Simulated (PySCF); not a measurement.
# C6H10BP: the cost of one run

The runs use PySCF 2.14.0, with density-fitted response routines of our own; the level of theory stands in each step. All values are computed, except where a source is named. Atoms count from 0, in the outputs and in this text.

## (1) The starting structure

18 atoms, charge 0, multiplicity 1; geometry from: GFN2-xTB. The atoms were then displaced at random by about 0.01 Å, so the start is not that level's minimum.

Bonds of the start (Å): B0–P1 1.91, P1–C2 1.82, C2–C3 1.37, C3–C4 1.42, C4–C5 1.38, C5–C6 1.39, C6–C7 1.39, C7–C2 1.37, B0–H8 1.22, B0–H9 1.16, B0–H10 1.21, P1–H11 1.38, P1–H12 1.37, C3–H13 1.07, C4–H14 1.09, C5–H15 1.08, C6–H16 1.09, C7–H17 1.06.

## (2) Optimising the geometry at PBE0-D3(BJ)/def2-SVP

The job: settings as JSON, then the geometry in Å.

```
{"job": {"xc": "PBE0", "basis": "def2-SVP", "d3": "d3bj", "grid": 1, "shake": 0.01, "kind": "geom"}, "charge": 0, "multiplicity": 1}
B      2.901350     0.700450     0.255350
P      1.736420    -0.745440    -0.192940
C     -0.048300    -0.388010    -0.121040
C     -0.681430    -0.530030     1.084330
C     -2.053140    -0.189790     1.156890
C     -2.706480     0.326350     0.051470
C     -2.007370     0.483990    -1.138810
C     -0.665810     0.143470    -1.227600
H      2.553940     1.011570     1.384290
H      3.994820     0.328060     0.162800
H      2.574220     1.557060    -0.540400
H      1.824120    -1.335530    -1.439260
H      1.762580    -1.908060     0.539520
H     -0.211500    -0.915330     1.961870
H     -2.588750    -0.310400     2.099280
H     -3.746760     0.605180     0.124640
H     -2.521610     0.901020    -2.005260
H     -0.143840     0.277410    -2.140880
```

Command:

```
> OMP_NUM_THREADS=1 python probes_run.py task.json out
```

This one command runs all jobs of the session in turn.

**Question.** How long does this first job take on 1 thread of Arm Neoverse V1, shared host, and how much memory does it need?

About 1.8 min, with a peak of 0.68 GiB.
